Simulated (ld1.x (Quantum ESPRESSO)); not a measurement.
# An ultrasoft potential for hafnium, from input to tests

Do these settings give a usable potential? It is generated, then checked for transferability, scattering, ghosts and hardness.

The numbers are computed with ld1.x (Quantum ESPRESSO) 7.5 (PBE, scalar-relativistic, spin-unpolarised reference atom).

### Step 1. Starting point

Typed settings, in words:

```json
{"element": "hafnium (Hf, Z = 72)", "type": "ultrasoft", "frozen core": "[Xe] 4f14", "valence charge": "4", "reference configuration": "5d2.5 6s1.5 6p0", "partial waves": "6s (bound): rcut 2.85, rcutus 3.10 bohr; 6s channel at 1.15 Ry: rcut 2.85, rcutus 3.10 bohr; 6p (bound, empty): rcut 2.55, rcutus 2.95 bohr; 6p channel at 2.05 Ry: rcut 2.55, rcutus 2.95 bohr; 5d (bound): rcut 2.30, rcutus 3.10 bohr; 5d channel at 1.4 Ry: rcut 2.30, rcutus 3.10 bohr", "local potential": "all-electron potential smoothed inside 2.60 bohr (lloc = -1)", "core correction": "a·sin(br)/r model core, default radius (core density twice the valence density)", "augmentation charge": "built from norm-conserving waves at rcut, not smoothed further"}
```

### Step 2. Generating the potential

The input, Hf.in:

```
 &input
   title='Hf', zed=72., rel=1, dft='PBE', iswitch=3,
   config='[Xe] 4f14 5d2.5 6s1.5 6p0',
   nld=3, rlderiv=3.35, eminld=-2.0, emaxld=5.0, deld=0.02
 /
 &inputp
   pseudotype=3, tm=.true., lloc=-1, rcloc=2.60,
   nlcc=.true.,
   file_pseudopw='Hf.UPF', file_wfcaegen='ae.wfc', file_wfcncgen='nc.wfc', file_beta='beta', file_chi='chi', file_wfcusgen='us.wfc'
 /
6
6S  1  0   1.50   0.00  2.85  3.10  0.0
6S  1  0   0.00   1.15  2.85  3.10  0.0
6P  2  1   0.00   0.00  2.55  2.95  0.0
6P  2  1   0.00   2.05  2.55  2.95  0.0
5D  3  2   2.50   0.00  2.30  3.10  0.0
5D  3  2   0.00   1.40  2.30  3.10  0.0
 &test
   configts(1)='5d2.5 6s1.5 6p0'
 /
```

Run with:

```
$ ld1.x < Hf.in > Hf.out
```

Output in Hf.out (without the banner and most projector matrices):

```text
     Program LD1 v.7.5
     --------------------------- All-electron run ----------------------------

     Hf
     scalar relativistic calculation

     atomic number is 72.00
     dft =PBE   lsd =0 sic =0 latt =0  beta=0.20 tr2=1.0E-14
     Exchange-correlation= PBE
                           (   1   4   3   4   0   0   0)
     mesh =1271 r(mesh) =  99.31870 a.u. xmin = -7.00 dx = 0.01250
     1 Ry =  13.60569312 eV, c = 137.03599908

     n l     nl                  e(Ry)          e(Ha)          e(eV)
     1 0     1S 1( 2.00)     -4798.5594     -2399.2797    -65287.7270
     2 0     2S 1( 2.00)      -820.5912      -410.2956    -11164.7115
     2 1     2P 1( 6.00)      -720.4614      -360.2307     -9802.3769
     3 0     3S 1( 2.00)      -186.9333       -93.4666     -2543.3570
     3 1     3P 1( 6.00)      -157.0249       -78.5125     -2136.4332
     4 0     4S 1( 2.00)       -37.6177       -18.8088      -511.8146
     4 1     4P 1( 6.00)       -27.8076       -13.9038      -378.3412
     3 2     3D 1(10.00)      -121.6492       -60.8246     -1655.1222
     5 0     5S 1( 2.00)        -4.8702        -2.4351       -66.2620
     5 1     5P 1( 6.00)        -2.5636        -1.2818       -34.8797
     4 2     4D 1(10.00)       -15.1355        -7.5677      -205.9286
     4 3     4F 1(14.00)        -1.1826        -0.5913       -16.0902
     5 2     5D 1( 2.50)        -0.1689        -0.0844        -2.2977
     6 0     6S 1( 1.50)        -0.3602        -0.1801        -4.9002
     6 1     6P 1( 0.00)        -0.0973        -0.0486        -1.3235

     final scf error:  9.0E-16 reached in  24 iterations

     Etot =  -30156.350724 Ry,  -15078.175362 Ha, -410298.053655 eV

     Ekin =   33046.560356 Ry,   16523.280178 Ha,  449621.358975 eV
     Encl =  -74403.978424 Ry,  -37201.989212 Ha,-1012317.697566 eV
     Eh   =   11816.287863 Ry,    5908.143931 Ha,  160768.786513 eV
     Exc  =    -615.220518 Ry,    -307.610259 Ha,   -8370.501578 eV

     normalization and overlap integrals

     s(1S/1S) =  1.000000  <r> =   0.0190  <r2> =    0.0005  r(max) =   0.0120
     s(2S/2S) =  1.000000  <r> =   0.0804  <r2> =    0.0076  r(max) =   0.0679
     s(2P/2P) =  1.000000  <r> =   0.0717  <r2> =    0.0063  r(max) =   0.0556
     s(3S/3S) =  1.000000  <r> =   0.2086  <r2> =    0.0498  r(max) =   0.1917
     s(3P/3P) =  1.000000  <r> =   0.2085  <r2> =    0.0504  r(max) =   0.1893
     s(4S/4S) =  1.000000  <r> =   0.4682  <r2> =    0.2475  r(max) =   0.4375
     s(4P/4P) =  1.000000  <r> =   0.4976  <r2> =    0.2818  r(max) =   0.4599
     s(3D/3D) =  1.000000  <r> =   0.1890  <r2> =    0.0419  r(max) =   0.1550
     s(5S/5S) =  1.000000  <r> =   1.1358  <r2> =    1.4522  r(max) =   1.0109
     s(5P/5P) =  1.000000  <r> =   1.3453  <r2> =    2.0608  r(max) =   1.1599
     s(4D/4D) =  1.000000  <r> =   0.5351  <r2> =    0.3323  r(max) =   0.4716
     s(4F/4F) =  1.000000  <r> =   0.6778  <r2> =    0.5970  r(max) =   0.4542
     s(5D/5D) =  1.000000  <r> =   2.6071  <r2> =    8.6529  r(max) =   1.7089
     s(6S/6S) =  1.000000  <r> =   3.4990  <r2> =   14.0008  r(max) =   2.9251
     s(6P/6P) =  1.000000  <r> =   5.2744  <r2> =   32.5710  r(max) =   4.1509

     ------------------------ End of All-electron run ------------------------

     --------------------- Generating US pseudopotential ---------------------

      Generating local potential from pseudized AE potential:
      Matching radius rcloc =   2.6000

      Local pseudo, rcloc= 2.581 Estimated cut-off energy=     3.69 Ry

      Computing core charge for nlcc:

       r > 1.94 : true rho core
       r < 1.94 : rho core = a sin(br)/r    a=   2.95  b=   1.40

      Integrated core pseudo-charge :   5.23

      Wfc   6S  rcut= 2.853  Using Troullier-Martins method
      Wfc-us  6S rcutus= 3.075  Estimated cut-off energy=     4.78 Ry

      Wfc   6S  rcut= 2.853  Using Troullier-Martins method
      Wfc-us  6S rcutus= 3.075  Estimated cut-off energy=     8.13 Ry

      Wfc   6P  rcut= 2.581  Using Troullier-Martins method
      Wfc-us  6P rcutus= 2.925  Estimated cut-off energy=     8.09 Ry

      Wfc   6P  rcut= 2.581  Using Troullier-Martins method
      Wfc-us  6P rcutus= 2.925  Estimated cut-off energy=    11.57 Ry

      Wfc   5D  rcut= 2.278  Using Troullier-Martins method
      Wfc-us  5D rcutus= 3.075  Estimated cut-off energy=    12.20 Ry

      Wfc   5D  rcut= 2.278  Using Troullier-Martins method
      Wfc-us  5D rcutus= 3.075  Estimated cut-off energy=    10.64 Ry

     ------------------- End of pseudopotential generation -------------------

     [... the all-electron block is printed once more ...]


     Computing logarithmic derivative in   3.33544
     Computing logarithmic derivative in   3.33544
     Computing the partial wave expansion
     R is outside the sphere for l=    0 j= 0.00
     R is outside the sphere for l=    0 j= 0.00
     R is outside the sphere for l=    1 j= 0.00
     R is outside the sphere for l=    1 j= 0.00
     R is outside the sphere for l=    2 j= 0.00
     R is outside the sphere for l=    2 j= 0.00

     ---------------------- Testing the pseudopotential ----------------------

     Hf
     scalar relativistic calculation

     atomic number is 72.00   valence charge is  4.00
     dft =PBE   lsd =0 sic =0 latt =0  beta=0.20 tr2=1.0E-14
     mesh =1271 r(mesh) =  99.31870 xmin = -7.00 dx = 0.01250

     n l     nl             e AE (Ry)        e PS (Ry)    De AE-PS (Ry)
     3 2     5D   1( 2.50)       -0.16888       -0.16888        0.00000
     1 0     6S   1( 1.50)       -0.36016       -0.36016        0.00000
     2 1     6P   1( 0.00)       -0.09728       -0.09728       -0.00000

     eps = 1.5E-16  iter =  3

     Etot =  -30156.350724 Ry,  -15078.175362 Ha, -410298.053655 eV
     Etotps =   -10.191520 Ry,      -5.095760 Ha,    -138.662693 eV

     Ekin =       3.092325 Ry,       1.546163 Ha,      42.073227 eV
     Encl =     -13.029520 Ry,      -6.514760 Ha,    -177.275655 eV
     Ehrt =       4.951610 Ry,       2.475805 Ha,      67.370088 eV
     Ecxc =      -7.005602 Ry,      -3.502801 Ha,     -95.316068 eV
     (Ecc =      -4.553358 Ry,      -2.276679 Ha,     -61.951594 eV)
     Epseu=       1.799667 Ry,       0.899833 Ha,      24.485716 eV

     ---------------------- End of pseudopotential test ----------------------
```

Wall time 1.8 s (1 thread, shared host). This counts the later configuration tests of the new file too.

Partial waves on a coarse radial grid (AE all-electron, PS pseudo):

```tsv
r (bohr)	6p AE	6p PS	6s AE	6s PS
0.155	-0.0719	0.0000	-0.1168	0.0423
0.310	0.0770	0.0003	0.1358	0.0847
0.465	0.0848	0.0011	0.1030	0.1271
0.620	-0.0265	0.0032	-0.1085	0.1695
0.775	-0.1275	0.0072	-0.2488	0.2117
0.930	-0.1789	0.0139	-0.2729	0.2538
1.085	-0.1835	0.0241	-0.2115	0.2953
1.240	-0.1549	0.0384	-0.1036	0.3361
1.395	-0.1060	0.0573	0.0212	0.3758
1.550	-0.0469	0.0807	0.1442	0.4138
1.705	0.0157	0.1087	0.2556	0.4499
1.860	0.0777	0.1405	0.3507	0.4833
2.015	0.1364	0.1755	0.4284	0.5136
2.170	0.1906	0.2124	0.4893	0.5402
2.325	0.2396	0.2502	0.5349	0.5626
2.480	0.2832	0.2874	0.5672	0.5804
2.635	0.3216	0.3226	0.5880	0.5930
2.790	0.3548	0.3549	0.5990	0.6003
2.945	0.3831	0.3831	0.6018	0.6019
3.100	0.4068	0.4068	0.5979	0.5979
3.255	0.4262	0.4262	0.5884	0.5884
3.410	0.4417	0.4417	0.5745	0.5745
3.565	0.4535	0.4535	0.5570	0.5570
3.720	0.4620	0.4620	0.5369	0.5369
3.875	0.4675	0.4675	0.5149	0.5149
4.030	0.4703	0.4703	0.4915	0.4915
```

### Step 3. Transferability test

The input, Hf.test.in:

```
 &input
   title='Hf', zed=72., rel=1, dft='PBE', iswitch=2,
   config='[Xe] 4f14 5d2.5 6s1.5 6p0'
 /
 &test
   file_pseudo='Hf.UPF', nconf=8,
   configts(1)='5d2.5 6s1.5 6p0',
   configts(2)='5d2 6s2 6p0',
   configts(3)='5d2 6s1 6p0',
   configts(4)='5d2 6s0 6p0',
   configts(5)='5d2 6s1 6p1',
   configts(6)='5d2 6s1.5 6p0',
   configts(7)='5d3 6s0 6p0',
   configts(8)='5d1 6s2 6p0'
 /
```

Run with:

```
$ ld1.x < Hf.test.in > Hf.test.out
```

Hf.test.out, the pseudopotential blocks:

```text
     ---------------------- Testing the pseudopotential ----------------------

     Hf
     scalar relativistic calculation

     atomic number is 72.00   valence charge is  4.00
     dft =PBE   lsd =0 sic =0 latt =0  beta=0.20 tr2=1.0E-14
     mesh =1271 r(mesh) =  99.31870 xmin = -7.00 dx = 0.01250

     n l     nl             e AE (Ry)        e PS (Ry)    De AE-PS (Ry)
     3 2     5D   1( 2.50)       -0.16888       -0.16888        0.00000
     1 0     6S   1( 1.50)       -0.36016       -0.36016        0.00000
     2 1     6P   1( 0.00)       -0.09728       -0.09728       -0.00000

     eps = 1.5E-16  iter =  3

     Etot =  -30156.350724 Ry,  -15078.175362 Ha, -410298.053655 eV
     Etotps =   -10.191520 Ry,      -5.095760 Ha,    -138.662693 eV

     Ekin =       3.092325 Ry,       1.546163 Ha,      42.073227 eV
     Encl =     -13.029520 Ry,      -6.514760 Ha,    -177.275655 eV
     Ehrt =       4.951610 Ry,       2.475805 Ha,      67.370088 eV
     Ecxc =      -7.005602 Ry,      -3.502801 Ha,     -95.316068 eV
     (Ecc =      -4.553358 Ry,      -2.276679 Ha,     -61.951594 eV)
     Epseu=       1.799667 Ry,       0.899833 Ha,      24.485716 eV

     ---------------------- End of pseudopotential test ----------------------
```

7 tests gave no usable energy difference (5d2 6s2 6p0; 5d2 6s1 6p0; 5d2 6s0 6p0; 5d2 6s1 6p1; others); the test run stopped with "negative rho".

### Step 4. Scattering by logarithmic derivatives

Taken from the files of the generation run. The phase is arctan(r·u′/u) with u = r·R, unwrapped, with energies in Ry. A pole is an energy at which the radial function vanishes at the test radius. The pseudo phase is shifted by a multiple of π to meet the all-electron one at the reference energy. Levels narrower than the energy grid can be missing from the poles. The last column is the largest difference on the grid between −1 and +1 Ry.

| channel | radius (bohr) | reference (Ry) | poles AE | poles PS | window around the reference with phases within 0.05 rad (Ry) | largest difference near zero (rad) |
| --- | --- | --- | --- | --- | --- | --- |
| s | 3.33 | -0.36 | 0.80 | 1.03, 4.25 | below -0.2 | 0.205 |
| p | 3.33 | -0.10 | 1.87 | 1.04, 1.89 | below 0.9 | 0.045 |
| d | 3.33 | -0.17 | 0.16, 3.86 | 0.21 | below 0.4 | 0.117 |

Phases (rad) along the scan:

```tsv
E (Ry)	s AE	s PS	p AE	p PS
-2.00	1.305	1.301	1.353	1.339
-1.52	1.234	1.228	1.307	1.299
-1.04	1.070	1.057	1.238	1.232
-0.56	0.346	0.327	1.095	1.092
-0.08	-1.146	-0.941	0.637	0.637
0.40	-1.469	-1.422	-0.766	-0.788
0.88	-1.587	-1.546	-1.317	-1.362
1.36	-1.664	-1.619	-1.482	-4.608
1.84	-1.742	-1.687	-1.566	-4.705
2.32	-1.862	-1.787	-1.627	-4.768
2.80	-2.162	-2.138	-1.687	-4.824
3.28	-3.416	-4.260	-1.764	-4.892
3.76	-4.294	-4.613	-1.910	-5.000
4.24	-4.503	-4.711	-2.407	-5.254
4.72	-4.592	-4.772	-3.938	-6.249
```

### Step 5. Plane-wave convergence, by spherical Bessel functions

This step uses the generator's waves and projectors in a separate script. Basis: spherical Bessel functions vanishing at 20 bohr, q² up to the cutoff; potential fixed at the reference.

Even at 400 Ry an occupied level stays 175 mRy from its reference, so no cutoffs are read; the levels have long settled, so the basis size isn't the cause: the level found isn't the valence state, or the test fails for this file. The ghost test is not conclusive.

### Step 6. Summary of results

```
                                                quantity                        value
                                                 cutoffs               not determined
                                            bound ghosts               not determined
                                     configuration tests  no usable energy difference
largest phase difference near zero energy, channels read                    0.205 rad
         lowest eigenvalue of the overlap (Bessel basis)                    0.488 (p)
```

In words: The test run broke off, so later configurations gave nothing; no test gave an energy difference. Even at 400 Ry an occupied level stays 175 mRy from its reference, so no cutoffs are read; the levels have long settled, so the basis size isn't the cause: the level found isn't the valence state, or the test fails for this file. Ghosts could not be judged. Near zero energy the largest phase difference among the channels read is 0.20 rad, in the s channel. The pseudo curves have a pole with no partner nearby in the atom's: p at 1.04 Ry. At positive energy that is a spurious or a displaced resonance. These are tests on the free atom; a crystal test is still owed.
